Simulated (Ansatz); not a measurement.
**C₂F₂N₂O₂Si: small, medium and large basis sets**

The task here is to estimate one member of a computed series from the others.

The runs use Ansatz 0.2.0, Gaussian basis; one geometry, several basis sets.

Levels to be run: PBE0-D4/def2-SVP; ωB97M-V/def2-SVP; PBE0-D4/def2-QZVPP; ωB97M-V/def2-QZVPP; the functionals' def2-TZVPP values are taken from earlier runs.

## The geometry

The geometry comes from an earlier relaxation with PBE0-D4 in a triple-zeta def2 set; it is a stationary point, not always the lowest conformer.

SMILES `O=C=N[Si](F)(F)N=C=O`, 9 atoms, charge 0, spin multiplicity 1.

Atoms are counted from 1 here; the program's logs count them from 0.

Bond lengths: O1–C2 1.158 Å, C2–N3 1.197 Å, N3–Si4 1.670 Å, Si4–F5 1.572 Å, Si4–F6 1.572 Å, Si4–N7 1.670 Å, N7–C8 1.197 Å, C8–O9 1.158 Å. Angles: O1–C2–N3 177.9°, C2–N3–Si4 161.3°, N3–Si4–F5 109.9°, N3–Si4–F6 109.9°, N3–Si4–N7 109.7°, F5–Si4–F6 107.4°, F5–Si4–N7 109.9°, F6–Si4–N7 109.9°, Si4–N7–C8 161.3°, N7–C8–O9 177.9°.

Set-up of the first run:

Contents of in.yaml:

```yaml
crystal:
  periodic: [false, false, false]
  atoms:
    - {symbol: O, position_ang: [-3.603633, -0.592665, -0.806637]}
    - {symbol: C, position_ang: [-2.497078, -0.350565, -0.565409]}
    - {symbol: N, position_ang: [-1.347423, -0.143200, -0.306165]}
    - {symbol: Si, position_ang: [0.106304, 0.648922, -0.083502]}
    - {symbol: F, position_ang: [0.540101, 1.357722, -1.417776]}
    - {symbol: F, position_ang: [-0.055024, 1.765236, 1.011232]}
    - {symbol: N, position_ang: [1.278386, -0.444211, 0.387305]}
    - {symbol: C, position_ang: [2.332541, -0.902548, 0.719880]}
    - {symbol: O, position_ang: [3.334327, -1.384891, 1.043971]}
basis:
  gaussian: {orbitals: def2-SVP}
hamiltonian: {xc: pbe0, dispersion: d4}
output: {orbitals: {seedname: orbitals}}
```

Started as:

```
> ansatz run in.yaml --threads 4 --pin off --events-out ev --progress --plain --max-ram 11315MiB
```

Steps of the session up to this table: PBE0-D4 in def2-SVP; ωB97M-V in def2-SVP; PBE0-D4 in def2-QZVPP; ωB97M-V in def2-QZVPP.

One of the session's tables, all rows but one given; the rest of the session is left out.

It belongs to the step «Functionals by basis». 

```
functional       basis  HOMO (eV)  LUMO (eV)
   PBE0-D4    def2-SVP      -9.42      -0.18
   PBE0-D4  def2-TZVPP      -9.55      -0.40
   PBE0-D4  def2-QZVPP          ?          ?
   ωB97M-V    def2-SVP     -11.61       2.07
   ωB97M-V  def2-TZVPP     -11.77       1.78
   ωB97M-V  def2-QZVPP     -11.80       1.38
```

Q: Estimate the row for PBE0-D4, def2-QZVPP from the others.

The run gave: HOMO (eV): -9.58; LUMO (eV): -0.45. In the column «HOMO (eV)» it lies between ωB97M-V, def2-SVP (-11.61) and PBE0-D4, def2-TZVPP (-9.55).
